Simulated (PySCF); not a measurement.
# CH2B2F4O: the cost of one run

Programs: PySCF 2.14.0, with density-fitted response routines of our own. Each step states its level of theory. These are calculated values for one molecule in the gas phase, unless marked as measured. Atoms count from 0, in the outputs and in this text.

## (1) Starting geometry

10 atoms, charge 0, multiplicity 1; geometry from: GFN2-xTB. The atoms were then displaced at random by about 0.01 Å, so the start is not that level's minimum.

Bonds of the start (Å): F0–C1 1.40, C1–O2 1.36, O2–B3 1.40, B3–F4 1.32, B3–B5 1.69, B5–F6 1.33, B5–F7 1.33, C1–H8 1.11, C1–H9 1.09.

## (2) Optimising the geometry at PBE0-D3(BJ)/def2-SVP

Job settings and geometry (Å):

```
{"job": {"xc": "PBE0", "basis": "def2-SVP", "d3": "d3bj", "grid": 1, "shake": 0.01, "kind": "geom"}, "charge": 0, "multiplicity": 1}
F     -0.532600    -1.536640    -0.007830
C     -1.490420    -0.522580    -0.154060
O     -0.945350     0.728410    -0.138090
B      0.398320     1.077360    -0.000580
F      0.518290     2.392640    -0.034020
B      1.701860     0.021680     0.186120
F      2.167020    -0.402580     1.355690
F      2.413350    -0.472000    -0.824970
H     -2.192590    -0.619520     0.703940
H     -1.987440    -0.687710    -1.107250
```

Command:

```
$ OMP_NUM_THREADS=1 python probes_run.py task.json out
```

This one command runs all jobs of the session in turn.

**Question.** How long does this first job take on 1 thread of Arm Neoverse V1, shared host, and how much memory does it need?

About 58 s, with a peak of 0.5 GiB.
